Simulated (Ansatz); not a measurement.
# HfIn4SiO6 (Cm) in Ansatz: further runs, part 2 of 2

Ansatz 0.2.0. Earlier steps stand in the parts before.

## 4. Projected density of states, PBE+U

Input file input.yaml:

```yaml
crystal:
  lattice:
    - [3.23023, -5.57768, -0.0247]
    - [3.23023, 5.57768, -0.0247]
    - [-1.49068, 0.0, 6.3203]
  atoms:
    - { symbol: Hf, position: [0.10178, 0.10178, 0.00912] }
    - { symbol: In, position: [0.79222, 0.48204, 0.00818] }
    - { symbol: In, position: [0.48204, 0.79222, 0.00818] }
    - { symbol: In, position: [0.54472, 0.21983, 0.48398] }
    - { symbol: In, position: [0.21983, 0.54472, 0.48398] }
    - { symbol: Si, position: [0.85433, 0.85433, 0.44523] }
    - { symbol: O, position: [0.835, 0.58822, 0.38104] }
    - { symbol: O, position: [0.58822, 0.835, 0.38104] }
    - { symbol: O, position: [0.02899, 0.02899, 0.295] }
    - { symbol: O, position: [0.9792, 0.9792, 0.69555] }
    - { symbol: O, position: [0.42852, 0.14514, 0.07435] }
    - { symbol: O, position: [0.14514, 0.42852, 0.07435] }
hamiltonian:
  xc: pbe
  pseudopotentials: { kind: paw }
  hubbard: { sites: [{ species: Hf, l: d, u_eff: 6.0 }] }
kpoints:
  mp_grid: { grid: [5, 5, 4] }
scf:
  occupations: { method: fermi_dirac, width: 0.05 }
  n_extra_bands: 30
output:
  forces: true
  stress: true
  eigenvalues: true
  dos: { projected: true, de: 0.05, nscf_kmesh: { grid: [8, 8, 6] } }
```

Potentials or basis: Ansatz PAW.

Run with:

```
> ansatz run input.yaml --threads 8 --pin off --max-ram 20480MiB --backend cpu --events-out ev --progress --plain --runs-dir out
```

Log:

```text
Warning: RAYON_NUM_THREADS=8 ignored (pool sized by the plan → 8); use --threads N
Hf: projections on atomic orbitals take those of the free atom [Kr 4d10] 4f14 5s2 5p6 5d2 6s2, of charge +0.00 (hamiltonian.pseudopotentials.projection_atoms); the dataset's partial waves leave at most 4.9e-5 of an orbital's norm unspanned inside its sphere
[... 96 lines left out ...]
  k-point 32: bands = ["-55.5659", "-24.3956", "-24.3470", "-24.3126", "-12.0663", "-11.1461", "-10.8378", "-10.7360", "-10.1810", "-9.9852", "-6.2703", "-6.2448", "-6.2102", "-6.1946", "-6.1777", "-6.1722", "-6.1654", "-6.1556", "-6.1483", "-6.1374", "-6.1312", "-6.1135", "-6.1090", "-6.0903", "-6.0750", "-6.0638", "-6.0535", "-6.0439", "-6.0398", "-6.0032", "-5.4622", "-5.4509", "-5.4398", "-5.4107", "-5.4060", "-5.3723", "-5.3656", "0.1102", "0.8732", "1.7424", "1.7581", "1.9671", "2.2385", "2.4524", "2.6442", "3.0875", "3.8069", "3.8297", "3.9561", "4.2756", "4.4603", "4.5601", "4.8660", "4.9680", "5.1893", "5.8388", "6.2761", "6.3348", "7.1669", "9.6136", "9.9202", "10.1922", "10.5415", "10.7795", "11.8098", "12.1220", "12.6490", "12.6856", "12.9706", "13.1263", "13.2577", "13.7895", "14.4780", "14.4983", "14.6321", "14.9156", "15.0947", "15.4729", "15.5757", "16.6265", "16.8105", "17.0146", "17.2034", "17.8223", "18.0450", "18.5675", "18.9409", "19.0133", "19.5574"]
Occupation matrices written to <dir>
```

dos.tsv:

```text
# E-E_F[eV]	g_bin_mean(E)[states/eV]	N(E)
# format = ansatz-dos/2
# fermi_ev = 8.163710
# fermi_mp_grid = 8 8 6
# fermi_mp_shift = 0 0 0
# nscf_kmesh_grid = 8 8 6
# nscf_kmesh_shift = 0 0 0
# g_bin_mean(E): the states in a bin one row spacing wide, centred on E, divided by that spacing. States that the method places at a single energy (under output.dos.method: tetrahedron, those of a tetrahedron whose four corners have one energy) are counted whole in the row whose bin holds that energy (on the edge of two bins, in the lower row). The sum of g_bin_mean over a run of rows, times the row spacing, is the number of states from half a spacing under the first of them to half a spacing over the last (a plain sum, not the trapezoid rule).
-64.229624	0.000000e0	0.000000e0
-64.179624	0.000000e0	0.000000e0
-64.129624	0.000000e0	0.000000e0
-64.079624	0.000000e0	0.000000e0
-64.029624	0.000000e0	0.000000e0
-63.979624	0.000000e0	0.000000e0
[... 1525 lines left out ...]
12.320376	0.000000e0	1.780000e2
12.370376	0.000000e0	1.780000e2
```

Run time: 64 s. Hardware: 8 threads of Arm Neoverse V1, shared host; peak memory 2.8 GiB.

Results:

- Free energy: -42154.7361 eV
- Pressure: 1.1 GPa
- Largest force: 0.739 eV/Å
- Band gap on the k mesh: 0.58 eV, indirect (least direct gap 0.83 eV)

Forces in eV/Å, atoms in the order of the input:
```
Hf  -0.317  0.000 -0.288
In  -0.138 -0.096  0.042
In  -0.138  0.096  0.042
In   0.006 -0.023 -0.034
In   0.006  0.023 -0.034
Si   0.170  0.000  0.120
O   -0.022 -0.014 -0.013
O   -0.022  0.014 -0.013
O   -0.218  0.000  0.415
O   -0.129  0.000 -0.601
O    0.400 -0.593  0.182
O    0.400  0.593  0.182
```

States per cell in windows of 1 eV (zero at the valence-band top; states under -8 eV left out):
```
from (eV)  total  O 2p  In 5p  Hf 5d  In 5s  Si 3p  O 2s
     -8.0   0.51  0.32   0.01   0.01   0.02   0.01  0.04
     -7.0   5.99  3.62   0.39   0.19   1.08   0.46  0.10
     -6.0   6.08  3.75   0.37   0.24   1.24   0.23  0.12
     -5.0   8.88  6.70   0.83   0.55   0.37   0.10  0.09
     -4.0  10.07  8.40   0.59   0.33   0.40   0.05  0.07
     -3.0   4.95  3.78   0.47   0.08   0.48   0.01  0.05
     -2.0   3.88  1.59   0.70   0.08   1.37   0.02  0.06
     -1.0   2.09  0.58   0.28   0.09   1.06   0.01  0.05
      0.0   0.41  0.03   0.27   0.01   0.03   0.00  0.03
      1.0   2.95  0.35   1.93   0.13   0.21   0.01  0.15
      2.0   4.83  0.54   3.10   0.34   0.37   0.03  0.20
      3.0   3.99  0.40   2.29   0.43   0.45   0.04  0.09
      4.0   6.54  0.59   2.50   2.29   0.35   0.14  0.17
      5.0   6.72  0.68   2.52   2.28   0.16   0.17  0.15
      6.0   6.40  0.47   2.90   0.90   0.11   0.26  0.25
      7.0   6.34  0.50   2.34   0.53   0.06   0.51  0.16
```

Eigenvalues of the final occupation matrices:
```tsv
site	spin	trace	eigenvalues
site 1	1	0.99	0.15 0.17 0.17 0.25 0.25
```

Caveat: odd divisions of the mesh miss points on the zone boundary, where band edges often lie, so the gap on the mesh can be too wide; the pressure holds a Pulay correction of +0.3 GPa for the finite cutoff; spin-orbit coupling is left out, which moves the levels of the heavy elements. A k mesh can miss the band edges.

## 5. Projected density of states, PBE+U

Changes to input.yaml since step 4:

```diff
@@ -21,3 +21,3 @@
   pseudopotentials: { kind: paw }
-  hubbard: { sites: [{ species: Hf, l: d, u_eff: 6.0 }] }
+  hubbard: { sites: [{ species: Hf, l: d, u_eff: 8.0 }] }
 kpoints:
```

Potentials or basis: Ansatz PAW.

Run with:

```
> ansatz run input.yaml --threads 8 --pin off --max-ram 20480MiB --backend cpu --events-out ev --progress --plain --runs-dir out
```

Log:

```text
Warning: RAYON_NUM_THREADS=8 ignored (pool sized by the plan → 8); use --threads N
Hf: projections on atomic orbitals take those of the free atom [Kr 4d10] 4f14 5s2 5p6 5d2 6s2, of charge +0.00 (hamiltonian.pseudopotentials.projection_atoms); the dataset's partial waves leave at most 4.9e-5 of an orbital's norm unspanned inside its sphere
[... 96 lines left out ...]
  k-point 32: bands = ["-55.9597", "-24.7676", "-24.7095", "-24.6693", "-12.0210", "-11.0940", "-10.7993", "-10.6932", "-10.1250", "-9.9199", "-6.2358", "-6.2099", "-6.1759", "-6.1610", "-6.1442", "-6.1389", "-6.1310", "-6.1208", "-6.1138", "-6.1028", "-6.0961", "-6.0785", "-6.0747", "-6.0553", "-6.0409", "-6.0381", "-6.0223", "-6.0172", "-6.0051", "-5.9752", "-5.8516", "-5.8361", "-5.8283", "-5.7954", "-5.7879", "-5.7532", "-5.7279", "0.1329", "0.9295", "1.7880", "1.7994", "2.0271", "2.2884", "2.5117", "2.7335", "3.1324", "3.8484", "3.8699", "3.9995", "4.3172", "4.5131", "4.6093", "4.9201", "5.0214", "5.2318", "5.8690", "6.3166", "6.3695", "7.1946", "9.6627", "9.9531", "10.2241", "10.6141", "10.8495", "11.8648", "12.1938", "12.8903", "12.9885", "13.1052", "13.3943", "13.4342", "13.8148", "14.5017", "14.5999", "14.6729", "14.9436", "15.1107", "15.5084", "15.6136", "16.6659", "16.8781", "17.0709", "17.1923", "17.8471", "18.0490", "18.5884", "18.9290", "19.0183", "19.5506"]
Occupation matrices written to <dir>
```

Wall time 64 s (8 threads of Arm Neoverse V1, shared host); peak memory 2.8 GiB.

Results:

- Free energy: -42153.2080 eV
- Pressure: 1.6 GPa
- Largest force: 1.040 eV/Å
- Band gap on the k mesh: 0.56 eV, indirect (least direct gap 0.81 eV)

Forces on the atoms (eV/Å):
```
Hf  -0.455  0.000 -0.408
In  -0.190 -0.132  0.056
In  -0.190  0.132  0.056
In   0.009 -0.032 -0.045
In   0.009  0.032 -0.045
Si   0.231  0.000  0.165
O   -0.029 -0.019 -0.018
O   -0.029  0.019 -0.018
O   -0.304  0.000  0.590
O   -0.178  0.000 -0.848
O    0.562 -0.837  0.257
O    0.562  0.837  0.257
```

Levels at points of the mesh, in eV from the valence-band top:
| k point | band 56 | band 57 | band 58 | band 59 | band 60 | band 61 | band 62 | band 63 |
| --- | --- | --- | --- | --- | --- | --- | --- | --- |
| (0.00, 0.00, 0.00) | -2.74 | -1.15 | -1.06 | -0.36 | 1.67 | 1.92 | 2.19 | 2.92 |
| (0.00, 0.00, -0.50) | -2.55 | -2.17 | -1.13 | -0.05 | 1.39 | 2.04 | 2.12 | 2.61 |

States per cell in windows of 1 eV (zero at the valence-band top; states under -8 eV left out):
```tsv
from (eV)	total	O 2p	In 5p	Hf 5d	In 5s	Si 3p	O 2s
-8.0	0.44	0.28	0.01	0.01	0.02	0.01	0.04
-7.0	6.06	3.68	0.39	0.18	1.09	0.46	0.10
-6.0	5.99	3.69	0.37	0.21	1.25	0.22	0.12
-5.0	8.99	6.82	0.85	0.51	0.37	0.11	0.09
-4.0	10.11	8.45	0.59	0.33	0.40	0.05	0.07
-3.0	4.83	3.68	0.47	0.07	0.47	0.01	0.05
-2.0	3.90	1.60	0.70	0.08	1.37	0.02	0.06
-1.0	2.04	0.56	0.27	0.08	1.04	0.01	0.04
0.0	0.46	0.04	0.30	0.01	0.03	0.00	0.04
1.0	2.93	0.35	1.93	0.11	0.21	0.01	0.15
2.0	4.81	0.54	3.13	0.29	0.37	0.03	0.20
3.0	3.93	0.40	2.32	0.34	0.46	0.04	0.09
4.0	4.45	0.34	2.34	0.83	0.34	0.08	0.13
5.0	8.81	0.82	2.68	3.73	0.15	0.26	0.18
6.0	6.51	0.48	2.85	1.01	0.11	0.26	0.25
7.0	6.44	0.51	2.29	0.61	0.06	0.51	0.17
```

Eigenvalues of the final occupation matrices:
| site | spin | trace | eigenvalues |
| --- | --- | --- | --- |
| site 1 | 1 | 0.93 | 0.13 0.15 0.16 0.24 0.24 |

Caveat: odd divisions of the mesh miss points on the zone boundary, where band edges often lie, so the gap on the mesh can be too wide; the pressure holds a Pulay correction of +0.3 GPa for the finite cutoff; spin-orbit coupling is left out, which moves the levels of the heavy elements; forces of over 1 eV/Å show positions far from the minimum, so gaps and moduli don't describe the material at rest.

## 6. Overview

| U | gap on the mesh (eV) | pressure (GPa) | largest force (eV/Å) |
| --- | --- | --- | --- |
| Hf d U = 2 eV | 0.63 | 0.3 | 0.22 |
| Hf d U = 4 eV | 0.61 | 0.7 | 0.47 |
| Hf d U = 6 eV | 0.58 | 1.1 | 0.74 |
| Hf d U = 8 eV | 0.56 | 1.6 | 1.04 |

Alike in all rows: task projected density of states; level PBE+U; potentials or basis Ansatz PAW; no spin polarisation; cell as given; k mesh 5 × 5 × 4; cutoff (eV) 420; smearing fermi-dirac 0.05 eV.

On the cell as given the gap runs from 0.56 eV (PBE+U) to 0.63 eV (PBE+U).

Caveats: odd divisions of the mesh miss points on the zone boundary, where band edges often lie, so the gap on the mesh can be too wide; spin-orbit coupling is left out, which moves the levels of the heavy elements; forces of over 1 eV/Å show positions far from the minimum, so gaps and moduli don't describe the material at rest (some runs).

Absolute energies hang on the potentials; compare differences alone.
